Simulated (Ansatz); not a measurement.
**C₂H₈O₂SSi₂: one species, many methods**

An exercise on one series of results from a longer session: the logs are not shown, and one member is left open.

The runs use Ansatz 0.2.0, Gaussian basis; functionals in def2-TZVPP, the program's frozen cores in correlated methods.

Levels to be run: PBE-D4, r2SCAN-D4, PBE0-D4, B3LYP-D4, ωB97X-V, ωB97M-V, B2PLYP; CCSD(T)/def2-TZVPP; MP2/def2-QZVPP; extrapolation to the limit.

**The geometry**

An earlier PBE0-D4 in a triple-zeta def2 set relaxation fixed the geometry.

SMILES `C=C[SiH](O)S[SiH2]O`, 15 atoms, charge 0, spin multiplicity 1.

Atoms are counted from 1 here; the program's logs count them from 0.

Bond lengths: C1–C2 1.329 Å, C1–H8 1.086 Å, C1–H9 1.086 Å, C2–Si3 1.847 Å, C2–H10 1.090 Å, Si3–O4 1.639 Å, Si3–S5 2.156 Å, Si3–H11 1.487 Å, O4–H12 0.964 Å, S5–Si6 2.122 Å, Si6–O7 1.658 Å, Si6–H13 1.479 Å, Si6–H14 1.483 Å, O7–H15 0.960 Å. Angles: C2–C1–H8 121.9°, C2–C1–H9 122.0°, H8–C1–H9 116.1°, C1–C2–Si3 124.6°, C1–C2–H10 118.5°, Si3–C2–H10 116.9°, C2–Si3–O4 108.1°, C2–Si3–S5 108.4°, C2–Si3–H11 112.2°, O4–Si3–S5 111.8°, O4–Si3–H11 109.7°, S5–Si3–H11 106.7°, Si3–O4–H12 115.1°, Si3–S5–Si6 95.6°, S5–Si6–O7 111.6°, S5–Si6–H13 111.9°, S5–Si6–H14 106.1°, O7–Si6–H13 103.7° and more.

The first run:

in.yaml reads:

```yaml
crystal:
  periodic: [false, false, false]
  atoms:
    - {symbol: C, position_ang: [-2.303547, 1.986515, 0.410827]}
    - {symbol: C, position_ang: [-1.352141, 1.867760, -0.509495]}
    - {symbol: Si, position_ang: [-0.216576, 0.419848, -0.663640]}
    - {symbol: O, position_ang: [1.312920, 0.988109, -0.822540]}
    - {symbol: S, position_ang: [-0.436574, -0.809546, 1.093782]}
    - {symbol: Si, position_ang: [1.018233, -2.245901, 0.524502]}
    - {symbol: O, position_ang: [2.504597, -1.550540, 0.288682]}
    - {symbol: H, position_ang: [-2.469306, 1.224891, 1.167573]}
    - {symbol: H, position_ang: [-2.959210, 2.851485, 0.452390]}
    - {symbol: H, position_ang: [-1.233353, 2.667718, -1.239544]}
    - {symbol: H, position_ang: [-0.555029, -0.438909, -1.829740]}
    - {symbol: H, position_ang: [2.004967, 0.319312, -0.771191]}
    - {symbol: H, position_ang: [0.705898, -2.856613, -0.785368]}
    - {symbol: H, position_ang: [1.055393, -3.248133, 1.616574]}
    - {symbol: H, position_ang: [2.923707, -1.175998, 1.067228]}
basis:
  gaussian: {orbitals: def2-TZVPP}
hamiltonian: {xc: pbe, dispersion: d4}
output: {forces: true, orbitals: {seedname: orbitals}}
```

Run with:

```
$ ansatz run in.yaml --threads 2 --pin off --events-out ev --progress --plain --max-ram 32768MiB --backend cuda --devices 0, --max-vram 18GiB
```

Steps of the session up to this table: PBE-D4 (GGA); r2SCAN-D4 (meta-GGA); PBE0-D4 (hybrid); B3LYP-D4 (hybrid); ωB97X-V (range-separated); ωB97M-V (range-separated); B2PLYP (double hybrid); CCSD(T) in def2-TZVPP; MP2 in def2-QZVPP.

One of the session's tables, all rows but one given; the rest of the session is left out.

It belongs to the step «Atomisation energies». 

| method | atomisation energy (kJ/mol) |
| --- | --- |
| PBE-D4 | 5787.7 |
| r2SCAN-D4 | 5732.2 |
| PBE0-D4 | 5693.0 |
| B3LYP-D4 | 5696.8 |
| ωB97X-V | 5736.2 |
| ωB97M-V | 5740.3 |
| B2PLYP | ? |
| HF/def2-TZVPP | 4157.6 |
| MP2/def2-TZVPP | 5674.9 |
| CCSD/def2-TZVPP | 5474.8 |
| CCSD(T)/def2-TZVPP | 5565.4 |
| MP2/CBS | 5844.7 |
| CCSD(T)/CBS | 5735.2 |

**Question.** Estimate the row for B2PLYP.

**Answer.** atomisation energy (kJ/mol): 5638.1. In the column «atomisation energy (kJ/mol)» it lies between CCSD(T)/def2-TZVPP (5565.4) and MP2/def2-TZVPP (5674.9).
